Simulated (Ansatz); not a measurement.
## C2H7AlClN, SMILES C[N](C)[AlH][Cl]: energies of removing a hydrogen, step by step

With the Ansatz DFT code, driven from Python.

The script reads `c2h7alcln.xyz`:
```text
12

C    -0.94150    0.97800    0.06110
N     0.18100    0.23360    0.44090
C    -0.26040   -1.10060    0.86440
Al    1.49220    0.11060   -1.04630
Cl    3.46780    0.90120   -0.87070
H    -1.68270    1.14670    0.91040
H    -0.65320    2.04940   -0.24710
H    -1.49750    0.56150   -0.80130
H     0.66330   -1.66950    1.24750
H    -0.74540   -1.65200    0.08610
H    -0.91920   -1.02500    1.77390
H     0.97250   -0.58900   -2.38500
```

At the Python prompt:
```pycon
>>> from dataclasses import dataclass
>>> import ansatz as az
>>> @dataclass
... class RunConfig:
...     basis_set: str = "cc-pVDZ"
...     functional: str = "hf"
...
>>> opts = RunConfig()
>>> def energy_of(molecule, charge=0, unpaired=0):
...     calc = (
...         molecule.calculation()
...         .basis(gaussian=opts.basis_set)
...         .functional(opts.functional)
...         .accuracy("medium")
...         .scf(lower_state_search="light")
...     )
...     if charge:
...         calc = calc.charge(charge)
...     if unpaired:
...         calc = calc.spin("collinear", total=unpaired)
...     report = calc.run(threads=1).report
...     if report["published_state_doubts"]:
...         print("  doubts:", report["published_state_doubts"])
...     return report["free_energy_ev"]
...
>>> def without(molecule, index):
...     rest = az.Crystal.molecule()
...     for i, site in enumerate(molecule.cartesian_sites):
...         if i != index:
...             rest = rest.atom(site.symbol, site.position_ang)
...     return rest
...
>>> molecule = az.Crystal.molecule_from_extxyz("c2h7alcln.xyz")
>>> whole = energy_of(molecule, 0)
>>> hydrogen = energy_of(az.Crystal.molecule().atom("H", (0, 0, 0)), 0, 1)
>>> print(f"E(molecule) = {whole:.5f} eV, E(H) = {hydrogen:.5f} eV")
E(molecule) = -22741.52672 eV, E(H) = -13.58606 eV
>>> for index in [10, 11]:
...     radical = energy_of(without(molecule, index), 0, 1)
...     print(f"H{index}: homolysis {(radical + hydrogen - whole):.3f} eV")
...     anion = energy_of(without(molecule, index), -1)
...     print(f"H{index}: loss of a proton {(anion - whole):.3f} eV")
...
H10: homolysis 3.640 eV
H10: loss of a proton 18.497 eV
H11: homolysis 2.802 eV
H11: loss of a proton 16.156 eV
```

Reading the output:
- These settings explore the input space; basis and method may be short of convergence.
- The geometry is a force-field or estimated start, not a minimum of this method, and the basis set is short of its limit. All parts are taken at fixed geometry, without zero-point energy.
- Hartree-Fock leaves correlation out, so bond, atomisation and ionisation energies come out well too low.
- Anions want diffuse functions, which this basis lacks.
- The whole script took 12 s on 1 thread of Arm Neoverse V1 (shared host), peak memory 0.32 GiB.
